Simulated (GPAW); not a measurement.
# InSe2 (P4/nmm) in GPAW: settings compared

Aim: see how the results for InSe2 move with the level of theory and the settings. Levels: r2SCAN, PBE. Tasks: band structure.

Program: GPAW 26.7.0. These are calculated values, not measurements. Logs are shortened: lines on timing, memory, paths and dates and some standing lists are left out, and cuts for length are marked. The log counts tension as positive stress, the text compression.

**1. The crystal as given**

The structure is tetragonal, space group P4/nmm (No. 129). The conventional cell has a = 3.895 Å, b = 3.895 Å, c = 9.626 Å, α = 90.00°, β = 90.00°, γ = 90.00°. In (site symmetry 4mm) has 4 Se at 2.84 Å as nearest neighbours. Se (site symmetry -4m2) has 4 Se at 2.75 Å as nearest neighbours. Se (site symmetry 4mm) is surrounded by 4 In at 2.84 Å.

The cell comes from a database or a generator and needn't be the stable form of this composition.

**2. Band structure, r2SCAN**

Input file run.py:

```python
from ase import Atoms
from ase.dft.bandgap import bandgap
from ase.io import write
from ase.units import GPa
from gpaw import GPAW, PW

atoms = Atoms(['In', 'In', 'Se', 'Se', 'Se', 'Se'],
              cell=[[3.894893, 0.0, 0.0],
                    [0.0, 3.894893, 0.0],
                    [0.0, 0.0, 9.626231]],
              scaled_positions=[[0.5, 0.0, 0.293532],
                                [0.0, 0.5, 0.706468],
                                [0.5, 0.5, 0.0],
                                [0.0, 0.0, 0.0],
                                [0.5, 0.0, 0.633788],
                                [0.0, 0.5, 0.366212]],
              pbc=True)

calc = GPAW(mode=PW(600),
            xc='MGGA_X_R2SCAN+MGGA_C_R2SCAN',
            kpts={'size': (6, 6, 3), 'gamma': True},
            occupations={'name': 'fermi-dirac', 'width': 0.05},
            nbands=42,
            convergence={'density': 1e-05, 'energy': 1e-05},
            maxiter=150,
            txt='gpaw.txt')
atoms.calc = calc
energy = atoms.get_potential_energy()
forces = atoms.get_forces()
stress = atoms.get_stress()
calc.write('gs.gpw')
write('result.traj', atoms)
print(f'Energy: {energy:.6f} eV')
print('Forces (eV/A):')
print(forces.round(4))
print('Stress (GPa):', (stress / GPa).round(3))
print('Fermi level:', round(calc.get_fermi_level(), 4), 'eV')
print(f'Gap: {bandgap(calc)[0]:.4f} eV, direct: {bandgap(calc, direct=True)[0]:.4f} eV')

path = atoms.cell.bandpath('GXMGZRAZ,XR,MA', npoints=80, eps=1e-4)
bs_calc = calc.fixed_density(kpts=path, symmetry='off', nbands=68,
                             convergence={'bands': 'CBM+6.0', 'eigenstates': 1e-6}, txt='bands.txt')
bs = bs_calc.band_structure()
bs.write('bs.json')
print(f'Gap on the path: {bandgap(bs_calc)[0]:.4f} eV')
```

Potentials or basis: GPAW PAW data sets (gpaw-data 1.2.1), pw.

Command:

```
$ OMP_NUM_THREADS=1 python run.py
```

gpaw.txt:

```text
__  _  _
 | _ |_)|_||  |
 |__||  | ||/\| - 26.7.0

Input parameters:
  mode=PW(ecut=600.0),
  convergence={'density': 1e-05, 'energy': 1e-05},
  kpts=MonkhorstPack(size=(6, 6, 3), gamma=True),
  maxiter=150,
  nbands=42,
  occupations=Occupations(name='fermi-dirac', width=0.05),
  xc=XC(name='MGGA_X_R2SCAN+MGGA_C_R2SCAN')

Diagonalizing LCAO Hamiltonian
Converting LCAO to pw mode
   .---------.
  /|         |
 * |         |
 | |         |
 | |         |
 |In         |
 | |  Se     |
 | |         |
 | |         |
 |Se         |
 | |  In     |
 | |         |
 | .---------.
 |/    Se   /
 Se--------*

Atoms  # Å, Bohr magnetons
|   | symbol |        x |        y |        z |    initial magnetic moments |
|---|--------|----------|----------|----------|-----------------------------|
| 0 |     In | 1.947447 | 0.000000 | 2.825607 | ( 0.0000,  0.0000,  0.0000) |
| 1 |     In | 0.000000 | 1.947447 | 6.800624 | ( 0.0000,  0.0000,  0.0000) |
| 2 |     Se | 1.947447 | 1.947447 | 0.000000 | ( 0.0000,  0.0000,  0.0000) |
| 3 |     Se | 0.000000 | 0.000000 | 0.000000 | ( 0.0000,  0.0000,  0.0000) |
| 4 |     Se | 1.947447 | 0.000000 | 6.100990 | ( 0.0000,  0.0000,  0.0000) |
| 5 |     Se | 0.000000 | 1.947447 | 3.525241 | ( 0.0000,  0.0000,  0.0000) |

Unit cell  # Å
| periodic |        x |        y |        z |  lengths |    angles |
|----------|----------|----------|----------|----------|-----------|
|      yes | 3.894893 | 0.000000 | 0.000000 | 3.894893 | 90.000000 |
|      yes | 0.000000 | 3.894893 | 0.000000 | 3.894893 | 90.000000 |
|      yes | 0.000000 | 0.000000 | 9.626231 | 9.626231 | 90.000000 |

Number of symmetries: 8
Symmetry operations  # r_c * U_cc + t_c -> r_c
|   | kind |            matrix            |
|---|------|------------------------------|
| 0 |  E   |  1, 0, 0,  0, 1, 0,  0, 0, 1 |
| 1 |  σ   |  1, 0, 0,  0,-1, 0,  0, 0, 1 |
| 2 |  C2  |  0, 1, 0,  1, 0, 0,  0, 0,-1 |
| 3 |  S4  |  0, 1, 0, -1, 0, 0,  0, 0,-1 |
| 4 |  S4  |  0,-1, 0,  1, 0, 0,  0, 0,-1 |
| 5 |  C2  |  0,-1, 0, -1, 0, 0,  0, 0,-1 |
| 6 |  σ   | -1, 0, 0,  0, 1, 0,  0, 0, 1 |
| 7 |  C2  | -1, 0, 0,  0,-1, 0,  0, 0, 1 |

BZ-sampling:
  Number of BZ points: 108
  Number of IBZ points: 20

  Monkhorst-Pack size: [6, 6, 3]
  Monkhorst-Pack shift: [0.08333333333333333, 0.08333333333333333, 0.0]

K-points  # in reciprocal-cell coordinates
|     |                                coordinates |     weight |
|-----|--------------------------------------------|------------|
|   0 | (  0.00000000,   0.00000000,   0.00000000) | 0.00925926 |
|   1 | (  0.00000000,   0.00000000,   0.33333333) | 0.01851852 |
|   2 | (  0.16666667,   0.00000000,   0.00000000) | 0.03703704 |
|   3 | (  0.16666667,   0.00000000,   0.33333333) | 0.07407407 |
|   4 | (  0.16666667,   0.16666667,   0.00000000) | 0.03703704 |
|   5 | (  0.16666667,   0.16666667,   0.33333333) | 0.07407407 |
|   6 | (  0.33333333,   0.00000000,   0.00000000) | 0.03703704 |
|   7 | (  0.33333333,   0.00000000,   0.33333333) | 0.07407407 |
|   8 | (  0.33333333,   0.16666667,   0.00000000) | 0.07407407 |
|   9 | (  0.33333333,   0.16666667,   0.33333333) | 0.14814815 |
| ... |                                            |            |
|  19 | (  0.50000000,   0.50000000,   0.33333333) | 0.01851852 |

Plane wave coefficients: 4900
Cutoff: 600.0 eV

Spin-components: 1 (collinear spins)
Bands:           42
Projectors:      32
Spin-degeneracy: 2
Datatype:        complex128

Parallelization:
  kpt:    1
  domain: 1
  band:   1

Density:
  Valence electrons: 50.0
  Components: 1
  Grid points: [24 24 56]
  Charge: 0.0  # |e|

Potential:
  Grid points: [24 24 56]

species:
  In:
    name:    Indium
    Z:       49.0
    valence: 13
    core:    36
    charge:  0.0  # [|e|]
    compensation charges:
      type: gauss
      rc: 0.36  # [Å]
      lmax: 2
    cutoffs:
      filter: 2.09  # [Å]
      core: 2.48  # [Å]
    projectors
    | kind |    occ | energy [eV] | rcut [Å] |
    |------|--------|-------------|----------|
    |   5s |  2.000 |      -8.203 |    1.185 |
    |   5p |  1.000 |      -2.521 |    1.244 |
    |   4d | 10.000 |     -18.629 |    1.148 |
    |    s |        |      19.008 |    1.185 |
    |    p |        |      24.691 |    1.244 |
    |    d |        |       8.583 |    1.148 |

    Using partial waves for In as LCAO basis

  Se:
    name:    Selenium
    Z:       34.0
    valence: 6
    core:    28
    charge:  0.0  # [|e|]
    compensation charges:
      type: gauss
      rc: 0.27  # [Å]
      lmax: 2
    cutoffs:
      filter: 1.77  # [Å]
      core: 2.67  # [Å]
    projectors
    | kind |    occ | energy [eV] | rcut [Å] |
    |------|--------|-------------|----------|
    |   4s |  2.000 |     -17.277 |    0.847 |
    |   4p |  4.000 |      -6.512 |    1.005 |
    |    s |        |       9.935 |    0.847 |
    |    p |        |      20.699 |    1.005 |
    |    d |        |       0.000 |    0.847 |

    Using partial waves for Se as LCAO basis

Reference energy: -584364.967843  # eV

eigensolver:
  PPCG
  Converge bands: occupied
  niter=2

density mixing:
  MSR1-Mixer
  Pratt-step length: 0.05
  Maximum mixing coefficient: 0.75
  Old densities: 10
  SVD Regularization: 0.005
  Good broyden scale: 1.0
  Trust region scale: 1.0
  Backstep threshold: 4.0
  History deletion threshold: 6.0
  Fourier metric: weight=20.0, sigma=0.015

occupation numbers:
  Fermi-Dirac:
    width: 0.0500  # eV

poisson solver:
  ecut: 4800.0  # eV

xc functional:
  name: MGGA_X_R2SCAN+MGGA_C_R2SCAN with 2 nearest neighbor stencil

convergence criteria:
- Maximum integral of absolute [dens]ity change: 1e-05 electrons / valence electron
- Maximum [total energy] change in last 3 cyles: 1e-05 eV / valence electron
- Maximum integral of absolute [eigenst]ate change: 4e-08 eV^2 / valence electron
maximum number of iterations: 150

SCF iterations
|iter     | |      energy | eigst |  dens |
|---------|-|-------------|-------|-------|
|iter:   1| |  -93.365236 | +0.14 |       |
|iter:   2| |  -86.286527 | -1.20 | -1.28 |
|iter:   3| |  -98.800616 | -0.84 | -1.24 |
|iter:   4| |  -89.833147 | -0.59 | -0.77 |
|iter:   5| |  -85.801408 | -1.60 | -1.00 |
|iter:   6| |  -86.073064 | -2.10 | -1.65 |
|iter:   7| |  -86.037952 | -3.21 | -1.79 |
|iter:   8| |  -86.032055 | -3.60 | -2.24 |
|iter:   9| |  -86.031935 | -4.81 | -2.85 |
|iter:  10| |  -86.031960c| -5.95 | -3.50 |
|iter:  11| |  -86.031958c| -6.93 | -3.92 |
|iter:  12| |  -86.031959c| -7.94c| -4.25 |
|iter:  13| |  -86.031959c| -8.07c| -4.91 |
|iter:  14| |  -86.031959c| -8.44c| -5.27c|

Converged in 14 steps
Energy contributions relative to reference atoms: (reference = -584364.967843)

Energy contributions:
  Kinetic:          51.997404
  Coulomb:         -47.485900
  Zero:             -0.298333
  External:          0.000000
  Xc:              -90.239560
  Entropy:          -0.011141
  Spinorbit:         0.000000
  ----------------------------
  Free energy:     -86.037529
  Extrapolated:    -86.031959

dipole moment: (-41.627227, -41.627227, -70.813908)  # |e|*Ang

Fermi level: 6.040
Eigenvalues  # (at kpt = [0.000, 0.000, 0.000])
| band index |      eig [eV] | occ [0-2] |
|------------|---------------|-----------|
|          0 |        -9.577 |     2.000 |
|        ... |               |           |
|         16 |         1.755 |     2.000 |
|         17 |         2.013 |     2.000 |
|         18 |         3.470 |     2.000 |
|         19 |         3.470 |     2.000 |
|         20 |         3.676 |     2.000 |
|         21 |         4.129 |     2.000 |
[... 8 lines left out ...]
|         30 |        11.212 |     0.000 |
|         31 |        11.644 |     0.000 |
|        ... |               |           |
|         41 |        16.666 |     0.000 |

No gap
No difference between direct/indirect transitions

Forces  # eV/Ang
|        x |       y |        z |
|----------|---------|----------|
|  0.00000 | 0.00000 |  0.02414 |  # In   0
|  0.00000 | 0.00000 | -0.02414 |  # In   1
|  0.00000 | 0.00000 |  0.00000 |  # Se   2
|  0.00000 | 0.00000 |  0.00000 |  # Se   3
| -0.00000 | 0.00000 |  0.18526 |  # Se   4
| -0.00000 | 0.00000 | -0.18526 |  # Se   5

Stress tensor  # eV/Ang^3
|        x |        y |        z |
|----------|----------|----------|
| 0.015687 | 0.000000 | 0.000000 |
| 0.000000 | 0.015687 | 0.000000 |
| 0.000000 | 0.000000 | 0.007531 |

# Writing to gs.gpw (mode='')
```

It took 18 min on 1 thread of Arm Neoverse V1, shared host; peak memory 0.97 GiB.

Results:

```yaml
Free_energy: -86.0375 eV
Pressure: -2.1 GPa
Largest_force: 0.185 eV/Å
Band_gap_along_the_path: none (metal or under the smearing width)
```

Forces in eV/Å, atoms in the order of the input:
```
In   0.000  0.000  0.024
In   0.000  0.000 -0.024
Se   0.000  0.000  0.000
Se   0.000  0.000  0.000
Se   0.000  0.000  0.185
Se   0.000  0.000 -0.185
```

Levels at the corners of the path, in eV from the Fermi level:
| point | band 21 | band 22 | band 23 | band 24 | band 25 | band 26 | band 27 | band 28 | band 29 | band 30 |
| --- | --- | --- | --- | --- | --- | --- | --- | --- | --- | --- |
| Γ | -2.36 | -1.91 | -1.91 | -1.79 | 0.26 | 0.65 | 3.16 | 3.16 | 3.80 | 4.82 |
| X | -1.82 | -1.82 | -1.16 | -1.16 | -1.13 | -1.13 | 1.91 | 1.91 | 3.49 | 3.49 |
| M | -3.55 | -3.55 | -1.57 | -1.57 | -1.12 | -1.12 | 3.11 | 3.11 | 4.33 | 4.33 |
| Γ | -2.36 | -1.91 | -1.91 | -1.79 | 0.26 | 0.65 | 3.16 | 3.16 | 3.80 | 4.82 |
| Z | -2.58 | -1.85 | -1.85 | -0.97 | 0.26 | 0.71 | 2.40 | 3.16 | 3.16 | 4.18 |
| R | -1.48 | -1.48 | -1.14 | -1.14 | -1.02 | -1.02 | 1.42 | 1.42 | 3.83 | 3.83 |
| A | -3.38 | -3.38 | -1.79 | -1.79 | -1.49 | -1.49 | 3.90 | 3.90 | 4.87 | 4.87 |
| Z | -2.58 | -1.85 | -1.85 | -0.97 | 0.26 | 0.71 | 2.40 | 3.16 | 3.16 | 4.18 |
| X | -1.82 | -1.82 | -1.16 | -1.16 | -1.13 | -1.13 | 1.91 | 1.91 | 3.49 | 3.49 |
| R | -1.48 | -1.48 | -1.14 | -1.14 | -1.02 | -1.02 | 1.42 | 1.42 | 3.83 | 3.83 |
| M | -3.55 | -3.55 | -1.57 | -1.57 | -1.12 | -1.12 | 3.11 | 3.11 | 4.33 | 4.33 |
| A | -3.38 | -3.38 | -1.79 | -1.79 | -1.49 | -1.49 | 3.90 | 3.90 | 4.87 | 4.87 |

Caveat: the PAW data sets were made with another functional, which shifts forces and pressure a little; spin-orbit coupling is left out, which moves the levels of the heavy elements.

**3. Band structure, PBE**

run.py, as its differences from that of step 2:

```diff
@@ -19,3 +19,3 @@
 calc = GPAW(mode=PW(600),
-            xc='MGGA_X_R2SCAN+MGGA_C_R2SCAN',
+            xc='PBE',
             kpts={'size': (6, 6, 3), 'gamma': True},
```

Potentials or basis: GPAW PAW data sets (gpaw-data 1.2.1), pw.

Command:

```
$ OMP_NUM_THREADS=1 python run.py
```

It took 6.3 min on 1 thread of Arm Neoverse V1, shared host; peak memory 0.84 GiB.

The run converged. Its results:

| Quantity | Value |
| --- | --- |
| Free energy | -20.6747 eV |
| Pressure | -0.4 GPa |
| Largest force | 0.065 eV/Å |
| Band gap along the path | none (metal or under the smearing width) |

Forces in eV/Å, atoms in the order of the input:
```
In   0.000  0.000 -0.053
In   0.000  0.000  0.053
Se   0.000  0.000  0.000
Se   0.000  0.000  0.000
Se   0.000  0.000  0.065
Se   0.000  0.000 -0.065
```

Stress tensor (GPa, compression positive):
```
-0.65  0.00  0.00
 0.00 -0.65  0.00
 0.00  0.00 -0.04
```

Levels at the corners of the path, in eV from the Fermi level:
```
point  band 23  band 24  band 25  band 26  band 27  band 28
    Γ    -1.72    -1.72     0.31     0.58     2.97     2.97
    X    -1.18    -1.18    -0.97    -0.97     1.74     1.74
    M    -1.42    -1.42    -1.04    -1.04     2.75     2.75
    Γ    -1.72    -1.72     0.31     0.58     2.97     2.97
    Z    -1.66    -1.13     0.31     0.63     2.07     2.97
    R    -0.98    -0.98    -0.91    -0.91     1.19     1.19
    A    -1.65    -1.65    -1.41    -1.41     3.55     3.55
    Z    -1.66    -1.13     0.31     0.63     2.07     2.97
    X    -1.18    -1.18    -0.97    -0.97     1.74     1.74
    R    -0.98    -0.98    -0.91    -0.91     1.19     1.19
    M    -1.42    -1.42    -1.04    -1.04     2.75     2.75
    A    -1.65    -1.65    -1.41    -1.41     3.55     3.55
```

Caveat: spin-orbit coupling is left out, which moves the levels of the heavy elements.
